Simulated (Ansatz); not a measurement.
# H4OS2Si: harmonic frequencies at the relaxed geometry, by script

Aim: harmonic frequencies at the relaxed geometry, for H4OS2Si, run from a script. SMILES: O[SiH](S)S.

All numbers are computed with Ansatz 0.2.0, driven from Python. Level of theory: PBE/def2-SVP.

## 1. The structure

Bond lengths: O1–Si2 1.590 Å, Si2–S3 2.112 Å, Si2–S4 2.065 Å, O1–H5 1.004 Å, Si2–H6 1.485 Å, S3–H7 1.374 Å, S4–H8 1.312 Å. Angles: O1–Si2–S3 105.9°, O1–Si2–S4 109.5°, O1–Si2–H6 111.4°, S3–Si2–S4 107.1°, S3–Si2–H6 111.7°, S4–Si2–H6 111.1°, Si2–O1–H5 118.1°, Si2–S3–H7 97.1°, Si2–S4–H8 98.7°.

The script holds or builds the structure itself.

## 2. The code

File h4os2si.py:

```python
# -*- coding: utf-8 -*-
'''Vibrations of H4OS2Si.'''

import itertools

import ansatz
from ase import Atoms
from ase.data import atomic_numbers, covalent_radii
from ase.thermochemistry import IdealGasThermo
import numpy as np

GEOMETRY = '''
O    -0.75260    1.59210   -0.68190
Si   -0.03010    0.45810    0.16630
S     1.45920   -0.34740   -1.09590
S    -1.36980   -1.06060    0.56940
H    -1.19420    1.32860   -1.54370
H     0.55000    1.00550    1.41940
H     2.01740   -1.20220   -0.17700
H    -0.58760   -1.83120    1.28760
'''

geometry = ansatz.Crystal.molecule()
for line in GEOMETRY.strip().splitlines():
    symbol, *xyz = line.split()
    geometry = geometry.atom(symbol, [float(v) for v in xyz])

job = geometry.calculation()
job = job.basis(gaussian='def2-SVP').functional('pbe')
job = job.accuracy('medium')
symbols = [site.symbol for site in geometry.cartesian_sites]
start = np.array([site.position_ang for site in geometry.cartesian_sites], dtype=float)
def progress(event):
    if event['event'] == 'relax_step':
        row = event['data']
        print(f'step {row["step"]:3d}  E = {row["lagrangian_ev"]:.6f} eV  largest force component {row["allowed_force_max_ev_ang"]:.4f} eV/A')


r = job.relax(force_tolerance=0.003, max_steps=100).session().plan().execute(on_event=progress).report
end = np.array(r['positions_ang'])

# pairs closer than 1.2 times the sum of covalent radii, before or after
radius = [covalent_radii[atomic_numbers[s]] for s in symbols]
span = lambda where, i, j: np.linalg.norm(where[i] - where[j])
bonded = [(i, j) for i, j in itertools.combinations(range(len(symbols)), 2) if min(span(start, i, j), span(end, i, j)) < 1.2 * (radius[i] + radius[j])]
print('pair        before    after (A)')
for i, j in bonded:
    print(f'{symbols[i]}{i}-{symbols[j]}{j}'.ljust(10), f'{span(start, i, j):8.4f} {span(end, i, j):8.4f}')
for first, second in list(itertools.combinations(bonded, 2)):
    shared = set(first) & set(second)
    if shared and symbols[(j := shared.pop())] != 'H':
        i, k = sorted((set(first) | set(second)) - {j})
        u, v = end[i] - end[j], end[k] - end[j]
        angle = np.degrees(np.arccos(np.clip(u @ v / np.linalg.norm(u) / np.linalg.norm(v), -1, 1)))
        print(f'final angle {symbols[i]}{i}-{symbols[j]}{j}-{symbols[k]}{k}: {angle:.2f} deg')

# frequencies need a stationary point, so they are taken at the relaxed geometry
minimum = ansatz.Crystal.molecule()
for symbol, place in zip(symbols, end):
    minimum = minimum.atom(symbol, place.tolist())
vibrating = (
    minimum.calculation()
    .basis(gaussian='def2-SVP')  # atom-centred Gaussian functions
    .functional('pbe')
    .accuracy('medium')
    .phonons(temperatures=(100, 500, 100))
)
vib = vibrating.run().report['vibrations']
sums = vib['harmonic_sums']
modes = [m['omega_inv_cm'] for m in sums['modes_at_gamma'] if m['rigid_motion'] == 'no']
print('frequencies (1/cm):', ' '.join(f'{w:.0f}' for w in modes))
print('imaginary modes:', sum(w < 0 for w in modes), ' zero-point energy:', round(sums['zero_point_energy_ev'], 4), 'eV')
# rigid rotor and ideal gas, symmetry number taken as one
gas = IdealGasThermo(vib_energies=[w / 8065.544 for w in modes if w > 0], geometry='linear' if len(modes) == 3 * len(symbols) - 5 else 'nonlinear',
                     atoms=Atoms(symbols, positions=end), symmetrynumber=1, spin=0.0)
print(f'H(298 K) - E = {gas.get_enthalpy(298.15, verbose=False):.4f} eV')
print(f'S(298 K, 1 bar) = {96485.33 * gas.get_entropy(298.15, 1e5, verbose=False):.1f} J/(mol K) with symmetry number 1')
```

## 3. The calls as engine input

The engine receives this input (first run):

```yaml
crystal:
  periodic: [false, false, false]
  atoms:
    - { symbol: O, position_ang: [-0.7526, 1.5921, -0.6819] }
    - { symbol: Si, position_ang: [-0.0301, 0.4581, 0.1663] }
    - { symbol: S, position_ang: [1.4592, -0.3474, -1.0959] }
    - { symbol: S, position_ang: [-1.3698, -1.0606, 0.5694] }
    - { symbol: H, position_ang: [-1.1942, 1.3286, -1.5437] }
    - { symbol: H, position_ang: [0.55, 1.0055, 1.4194] }
    - { symbol: H, position_ang: [2.0174, -1.2022, -0.177] }
    - { symbol: H, position_ang: [-0.5876, -1.8312, 1.2876] }
accuracy: medium
basis:
  gaussian:
    orbitals: def2-SVP
hamiltonian:
  xc: pbe
relax:
  f_tol: 0.003
  max_steps: 100
```

## 4. Launch

Started as:

```sh
> python h4os2si.py
```

Standard output:

```text
step   1  E = -31636.227815 eV  largest force component 2.5324 eV/A
step   2  E = -31636.538523 eV  largest force component 1.1155 eV/A
step   3  E = -31636.575058 eV  largest force component 0.5420 eV/A
step   4  E = -31636.586900 eV  largest force component 0.2758 eV/A
step   5  E = -31636.591931 eV  largest force component 0.1722 eV/A
step   6  E = -31636.594748 eV  largest force component 0.1150 eV/A
step   7  E = -31636.602920 eV  largest force component 0.0991 eV/A
step   8  E = -31636.621294 eV  largest force component 0.1075 eV/A
step   9  E = -31636.626565 eV  largest force component 0.3643 eV/A
step  10  E = -31636.650074 eV  largest force component 0.1393 eV/A
step  11  E = -31636.659528 eV  largest force component 0.4185 eV/A
step  12  E = -31636.658491 eV  largest force component 0.7978 eV/A
step  13  E = -31636.684973 eV  largest force component 0.1161 eV/A
step  14  E = -31636.697736 eV  largest force component 0.0848 eV/A
step  15  E = -31636.709899 eV  largest force component 0.2112 eV/A
step  16  E = -31636.718451 eV  largest force component 0.1046 eV/A
step  17  E = -31636.720026 eV  largest force component 0.0929 eV/A
step  18  E = -31636.719496 eV  largest force component 0.1543 eV/A
step  19  E = -31636.721375 eV  largest force component 0.1241 eV/A
step  20  E = -31636.719176 eV  largest force component 0.1396 eV/A
step  21  E = -31636.720830 eV  largest force component 0.2451 eV/A
step  22  E = -31636.722061 eV  largest force component 0.0345 eV/A
step  23  E = -31636.722132 eV  largest force component 0.0065 eV/A
step  24  E = -31636.722136 eV  largest force component 0.0060 eV/A
step  25  E = -31636.722138 eV  largest force component 0.0011 eV/A
pair        before    after (A)
O0-Si1       1.5898   1.6732
O0-H4        1.0036   0.9741
Si1-S2       2.1119   2.1668
Si1-S3       2.0649   2.1637
Si1-H5       1.4854   1.4925
S2-H6        1.3736   1.3622
S3-H7        1.3120   1.3635
final angle Si1-O0-H4: 115.43 deg
final angle O0-Si1-S2: 106.67 deg
final angle O0-Si1-S3: 116.72 deg
final angle O0-Si1-H5: 104.58 deg
final angle S2-Si1-S3: 109.38 deg
final angle S2-Si1-H5: 115.46 deg
final angle Si1-S2-H6: 93.72 deg
final angle S3-Si1-H5: 104.30 deg
final angle Si1-S3-H7: 94.24 deg
frequencies (1/cm): 143 158 196 254 277 321 446 518 635 694 752 812 863 895 2223 2610 2622 3750
imaginary modes: 0  zero-point energy: 1.1264 eV
H(298 K) - E = 1.3434 eV
S(298 K, 1 bar) = 344.9 J/(mol K) with symmetry number 1
```

Wall time 2.4 min (1 thread of Intel Xeon Platinum 8488C (Sapphire Rapids), shared host); peak memory 0.25 GiB.

## 5. What changed from run to run

The engine's inputs for the other runs:

Run 2, against run 1:

```diff
@@ -4,8 +4,8 @@
-    - { symbol: O, position_ang: [-0.7526, 1.5921, -0.6819] }
-    - { symbol: Si, position_ang: [-0.0301, 0.4581, 0.1663] }
-    - { symbol: S, position_ang: [1.4592, -0.3474, -1.0959] }
-    - { symbol: S, position_ang: [-1.3698, -1.0606, 0.5694] }
-    - { symbol: H, position_ang: [-1.1942, 1.3286, -1.5437] }
-    - { symbol: H, position_ang: [0.55, 1.0055, 1.4194] }
-    - { symbol: H, position_ang: [2.0174, -1.2022, -0.177] }
-    - { symbol: H, position_ang: [-0.5876, -1.8312, 1.2876] }
+    - { symbol: O, position_ang: [-0.8436908014600318, 1.4859230500115166, -0.754612485940304] }
+    - { symbol: Si, position_ang: [0.07152882061696438, 0.5332731542901548, 0.27223548297386113] }
+    - { symbol: S, position_ang: [1.6429755769548624, -0.34699767129371056, -0.9321371884381617] }
+    - { symbol: S, position_ang: [-0.9757740731973853, -1.030117279890282, 1.3402973121753134] }
+    - { symbol: H, position_ang: [-1.1842523994414984, 1.0369177798000013, -1.5491801285767823] }
+    - { symbol: H, position_ang: [0.5300694852196329, 1.4673236911530305, 1.3421979703687097] }
+    - { symbol: H, position_ang: [1.8942608422606833, -1.341892368070218, -0.036252041741091055] }
+    - { symbol: H, position_ang: [-1.0428174509532278, -1.8615303560004932, 0.2616510791784548] }
@@ -18,3 +18,5 @@
-relax:
-  f_tol: 0.003
-  max_steps: 100
+phonons:
+  temperatures:
+    t_min: 100.0
+    t_max: 500.0
+    t_step: 100.0
```

Lines on the test bed's own set-up are left out of the output.

A comment line of the script is reworded here; the code is as run.

## 6. The engine's runs

One row for each of the 2 runs:

```csv
run,kind of run,energy from run 2 (eV),SCF cycles in all,CPU time (s)
1,relaxation,0.0000,204,73
2,phonons,0.0000,306,71
```

## 7. The relaxation of run 1, step by step

Step by step:

```
step  energy from step 1 (eV)  largest force component (eV/Å)
   1                   0.0000                          2.5324
   2                  -0.3107                          1.1155
   3                  -0.3472                          0.5420
   4                  -0.3591                          0.2757
   5                  -0.3641                          0.1722
   6                  -0.3669                          0.1150
   7                  -0.3751                          0.0991
   8                  -0.3935                          0.1075
   9                  -0.3988                          0.3643
  10                  -0.4223                          0.1393
  11                  -0.4317                          0.4185
  12                  -0.4307                          0.7978
  13                  -0.4572                          0.1161
  14                  -0.4699                          0.0848
  15                  -0.4821                          0.2112
  16                  -0.4906                          0.1046
  17                  -0.4922                          0.0929
  18                  -0.4917                          0.1543
  19                  -0.4936                          0.1241
  20                  -0.4914                          0.1396
  21                  -0.4930                          0.2451
  22                  -0.4942                          0.0345
  23                  -0.4943                          0.0065
  24                  -0.4943                          0.0060
  25                  -0.4943                          0.0011
```

Step 1 is the start. Steps 12, 18, 20, 21 were tried and not accepted.

Before: Bond lengths: O1–Si2 1.590 Å, Si2–S3 2.112 Å, Si2–S4 2.065 Å, O1–H5 1.004 Å, Si2–H6 1.485 Å, S3–H7 1.374 Å, S4–H8 1.312 Å. Angles: O1–Si2–S3 105.9°, O1–Si2–S4 109.5°, O1–Si2–H6 111.4°, S3–Si2–S4 107.1°, S3–Si2–H6 111.7°, S4–Si2–H6 111.1°, Si2–O1–H5 118.1°, Si2–S3–H7 97.1°, Si2–S4–H8 98.7°.

After: Bond lengths: O1–Si2 1.673 Å, Si2–S3 2.167 Å, Si2–S4 2.164 Å, O1–H5 0.974 Å, Si2–H6 1.492 Å, S3–H7 1.362 Å, S4–H8 1.364 Å. Angles: O1–Si2–S3 106.7°, O1–Si2–S4 116.7°, O1–Si2–H6 104.6°, S3–Si2–S4 109.4°, S3–Si2–H6 115.5°, S4–Si2–H6 104.3°, Si2–O1–H5 115.4°, Si2–S3–H7 93.7°, Si2–S4–H8 94.2°.

## 8. Vibrations

Frequencies (cm⁻¹; negative: imaginary): 143, 158, 196, 254, 277, 321, 446, 518, 635, 694, 752, 812, 863, 895, 2223, 2610, 2622, 3750.

## 9. Outcome

```
                             quantity        value
                        runs compared            2
     moves of the relaxation of run 1           20
               energy gained in run 1     0.494 eV
last largest force component of run 1  0.0011 eV/Å
                    highest frequency    3750 cm⁻¹
                      imaginary modes            0
                    zero-point energy     1.126 eV
```

Run 1: The relaxation took 20 moves; the largest shift is 1.123 Å, of atom 8 (H). So large a move can change the bonding: the results belong to the relaxed structure. All frequencies are real, so the geometry is a minimum. The values are harmonic; measured fundamentals also hold anharmonic shifts, mostly downward for stretches. The frequencies are harmonic and unscaled, in a modest basis. The result belongs to the one conformer reached from this start, and soft torsions count as harmonic oscillators. The entropy takes a symmetry number of 1; a symmetric molecule's is lower by R ln(sigma).
